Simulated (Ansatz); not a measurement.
**revPBE/def2-SVPD run of AlClF2 (SMILES [F][Al]([F])[Cl])**

What is the electronic atomisation energy of AlClF2 at revPBE/def2-SVPD? 

Program for the calculation: Ansatz 0.2.0.

46 further runs of the same task are left out: 46 set aside as unsound or not needed.

## 1. The structure to begin with

AlClF2 has 4 atoms, charge 0, and is taken as a singlet. SMILES: `[F][Al]([F])[Cl]`. The shape is that of a PBE0-D4/def2-TZVP optimisation.

Bond lengths: F1–Al2 1.631 Å, Al2–F3 1.631 Å, Al2–Cl4 2.061 Å. Angles: F1–Al2–F3 119.0°, F1–Al2–Cl4 120.5°, F3–Al2–Cl4 120.5°.

## 2. A single-point energy at revPBE/def2-SVPD

The input, job.yaml:

```yaml
crystal:
  periodic: [false, false, false]
  atoms:
    - {symbol: F, position_ang: [0.997200, 0.721760, 1.149640]}
    - {symbol: Al, position_ang: [0.069280, -0.050750, 0.053570]}
    - {symbol: F, position_ang: [0.273490, -1.653820, -0.164660]}
    - {symbol: Cl, position_ang: [-1.339980, 0.982810, -1.038560]}
basis:
  gaussian:
    orbitals: def2-SVPD
hamiltonian:
  xc: {name: revPBE}
accuracy: high
output:
  orbitals: {seedname: orbitals}
```

Command:

```sh
$ ansatz run job.yaml --threads 1 --pin off --max-ram 3480MiB --events-out events.jsonl --progress --plain --runs-dir runs
```

The program printed:

```text
Warning: RAYON_NUM_THREADS=1 ignored (pool sized by the plan → 1); use --threads N
Functional definition: revPBE
  name "revPBE"
  parameter kappa = 1.245
  parameter beta = 0.06672455060314922
  exchange = pbe_x(kappa = kappa, mu = beta*pi^2/3)
  correlation = pbe_c(beta = beta)
1804 factors; integrals over basis functions are off by at most 3.3e-9 eV
mean field evaluation 1: about -24538.6133 eV, gradient 5.7e1 eV
mean field evaluation 2: about -24513.8631 eV, gradient 1.4e2 eV
mean field evaluation 4: about -24543.7058 eV, gradient 4.8e0 eV
mean field evaluation 8: about -24543.7651 eV, gradient 4.3e-2 eV
mean field evaluation 16: about -24543.7651 eV, gradient 1.8e-6 eV
mean field -24543.76512887 eV, -901.9667321243 hartree, gradient 2.3e-8 eV, S^2 0.000000; 0 other end points of the search recorded, 0 dependent functions left out
reference -24543.76513327 eV, -901.9667322863 hartree; 24, 24 occupied and 73, 73 virtual orbitals, 1804 factors
Total energy: -24543.76513327 eV, -901.9667322863 hartree
```

It took 4.8 s on 1 thread of Arm Neoverse V2, shared host; peak memory 0.23 GiB.

## 3. The Al atom at the same level

The input, job.yaml:

```yaml
crystal:
  periodic: [false, false, false]
  atoms:
    - {symbol: Al, position_ang: [0.000000, 0.000000, 0.000000]}
basis:
  gaussian:
    orbitals: def2-SVPD
magnetization:
  spin_polarized: true
  initial_magnetization: 1
hamiltonian:
  xc: {name: revPBE}
accuracy: high
```

Run the same way, it converges to -242.22955 Eh (log not shown).

## 4. The Cl atom at the same level

The input, run.yaml:

```yaml
basis:
  gaussian:
    orbitals: def2-SVPD
crystal:
  periodic: [false, false, false]
  atoms:
    - {symbol: Cl, position_ang: [0.000000, 0.000000, 0.000000]}
magnetization:
  spin_polarized: true
  initial_magnetization: 1
hamiltonian:
  xc: {name: revPBE}
accuracy: high
```

Run the same way, it converges to -459.91457 Eh (log not shown).

## 5. The F atom at the same level

The input, input.yaml:

```yaml
crystal:
  periodic: [false, false, false]
  atoms:
    - {symbol: F, position_ang: [0.000000, 0.000000, 0.000000]}
basis:
  gaussian:
    orbitals: def2-SVPD
magnetization:
  spin_polarized: true
  initial_magnetization: 1
hamiltonian:
  xc: {name: revPBE}
accuracy: high
```

Run the same way, it converges to -99.61981 Eh (log not shown).

## 6. Outcome

Level: revPBE/def2-SVPD.

| quantity | value |
| --- | --- |
| molecule: total energy | -901.96673 Eh |
| molecule: HOMO energy | -8.57 eV |
| molecule: LUMO energy | -2.34 eV |
| molecule: HOMO–LUMO gap | 6.23 eV |
| Al atom: total energy | -242.22955 Eh |
| Al atom: ⟨S²⟩ | 0.755 |
| Cl atom: total energy | -459.91457 Eh |
| Cl atom: ⟨S²⟩ | 0.752 |
| F atom: total energy | -99.61981 Eh |
| F atom: ⟨S²⟩ | 0.751 |
| electronic atomisation energy | 15.864 eV |

What this shows: Taking the molecule apart into free atoms costs 15.86 eV (1531 kJ/mol), before zero-point energy and without spin-orbit coupling.
